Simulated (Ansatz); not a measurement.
# CH₅F₂GeN: one species, many methods

An exercise on one series of results from a longer session: the logs are not shown, and one member is left open.

The runs use Ansatz 0.2.0, Gaussian basis; functionals in def2-TZVPP, the program's frozen cores in correlated methods.

The runs, in order: PBE-D4, r2SCAN-D4, PBE0-D4, B3LYP-D4, ωB97X-V, ωB97M-V, B2PLYP; CCSD(T)/def2-TZVPP; MP2/def2-QZVPP; extrapolation to the limit.

### The geometry

All runs share one geometry, relaxed beforehand with PBE0-D4 in a triple-zeta def2 set.

SMILES `N[C](F)(F)[GeH3]`, 10 atoms, charge 0, spin multiplicity 1.

Atoms are counted from 1 here; the program's logs count them from 0.

Bond lengths: N1–C2 1.416 Å, N1–H6 1.011 Å, N1–H7 1.011 Å, C2–F3 1.363 Å, C2–F4 1.363 Å, C2–Ge5 2.012 Å, Ge5–H8 1.537 Å, Ge5–H9 1.533 Å, Ge5–H10 1.537 Å. Angles: C2–N1–H6 111.3°, C2–N1–H7 111.3°, H6–N1–H7 109.7°, N1–C2–F3 107.2°, N1–C2–F4 107.2°, N1–C2–Ge5 118.5°, F3–C2–F4 107.5°, F3–C2–Ge5 108.0°, F4–C2–Ge5 108.0°, C2–Ge5–H8 107.3°, C2–Ge5–H9 110.9°, C2–Ge5–H10 107.4°, H8–Ge5–H9 110.8°, H8–Ge5–H10 109.6°, H9–Ge5–H10 110.8°.

The first run:

Contents of in.yaml:

```yaml
crystal:
  periodic: [false, false, false]
  atoms:
    - {symbol: N, position_ang: [-0.338977, 0.577451, -1.501181]}
    - {symbol: C, position_ang: [-0.182250, -0.495573, -0.589888]}
    - {symbol: F, position_ang: [-1.364282, -1.174119, -0.559552]}
    - {symbol: F, position_ang: [0.757668, -1.333570, -1.112242]}
    - {symbol: Ge, position_ang: [0.343092, -0.077246, 1.306450]}
    - {symbol: H, position_ang: [-1.070711, 1.208539, -1.202576]}
    - {symbol: H, position_ang: [0.525862, 1.088485, -1.618524]}
    - {symbol: H, position_ang: [-0.736674, 0.849245, 1.887351]}
    - {symbol: H, position_ang: [0.461991, -1.360114, 2.136627]}
    - {symbol: H, position_ang: [1.687481, 0.665600, 1.256336]}
basis:
  gaussian: {orbitals: def2-TZVPP}
hamiltonian: {xc: pbe, dispersion: d4}
output: {forces: true, orbitals: {seedname: orbitals}}
```

Run with:

```sh
$ ansatz run in.yaml --threads 4 --pin off --events-out ev --progress --plain --max-ram 10444MiB
```

Among the steps run: PBE-D4 (GGA); r2SCAN-D4 (meta-GGA); PBE0-D4 (hybrid); B3LYP-D4 (hybrid); ωB97X-V (range-separated); ωB97M-V (range-separated); B2PLYP (double hybrid); CCSD(T) in def2-TZVPP; MP2 in def2-QZVPP.

One of the session's tables, all rows but one given; the rest of the session is left out.

| method | atomisation energy (kJ/mol) |
| --- | --- |
| PBE-D4 | 3385.1 |
| r2SCAN-D4 | ? |
| PBE0-D4 | 3288.5 |
| B3LYP-D4 | 3287.1 |
| ωB97X-V | 3321.3 |
| ωB97M-V | 3300.6 |
| B2PLYP | 3251.8 |
| HF/def2-TZVPP | 2216.6 |
| MP2/def2-TZVPP | 3265.8 |
| CCSD/def2-TZVPP | 3150.4 |
| CCSD(T)/def2-TZVPP | 3209.9 |
| MP2/CBS | 3357.2 |
| CCSD(T)/CBS | 3301.3 |

Estimate the missing values for r2SCAN-D4.

As computed: atomisation energy (kJ/mol): 3302.8. In the column «atomisation energy (kJ/mol)» it lies between CCSD(T)/CBS (3301.3) and ωB97X-V (3321.3).
